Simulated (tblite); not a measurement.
# C5H11AsOSi: the cost of one run

Computed with tblite 0.8.0 and PySCF 2.14.0, with density-fitted response routines of our own, on a single molecule in the gas phase. Atoms are numbered from 0 throughout.

## Step 1: Starting geometry

19 atoms, charge 0, multiplicity 1; geometry from: force field or distance geometry start.

Bonds of the start (Å): O0–C1 1.22, C1–C2 1.51, C2–As3 1.98, As3–C4 1.98, C4–C5 1.51, C5–Si6 1.87, As3–C7 1.96, C7–C1 1.51, C2–H8 1.12, C2–H9 1.09, C4–H10 1.12, C4–H11 1.09, C5–H12 1.11, C5–H13 1.12, Si6–H14 1.47, Si6–H15 1.50, Si6–H16 1.48, C7–H17 1.11, C7–H18 1.11.

## Step 2: Geometry optimisation with GFN2-xTB

The job: settings as JSON, then the geometry in Å.

```
{"job": {"kind": "relax", "xc": "GFN2-xTB", "basis": "xTB"}, "charge": 0, "multiplicity": 1}
O     -2.798000     1.348000    -1.298500
C     -2.432100     0.511400    -0.487400
C     -1.884100    -0.893600    -0.588600
As    -0.492600    -0.274100     0.677300
C      0.672700     0.956000    -0.340500
C      1.768200     0.089800    -0.911000
Si     2.769000    -0.764400     0.419400
C     -2.291100     0.421500     1.013500
H     -1.470400    -1.095200    -1.613200
H     -2.520800    -1.696200    -0.204800
H      0.090300     1.363400    -1.210400
H      1.072800     1.746400     0.299000
H      2.413000     0.741000    -1.539900
H      1.365800    -0.698200    -1.604200
H      2.123500    -2.004300     0.860700
H      2.817100     0.164200     1.592700
H      4.134400    -1.015900    -0.101800
H     -2.987800    -0.292300     1.511800
H     -2.359700     1.401900     1.533300
```

Command:

```console
> OMP_NUM_THREADS=1 python probes_run.py task.json out
```

The driver reads the jobs from task.json and runs them one after another.

Q: Estimate the wall time and peak memory of this first job on 1 thread of Arm Neoverse N1, shared host.

About 1.5 s, with a peak of 0.18 GiB.
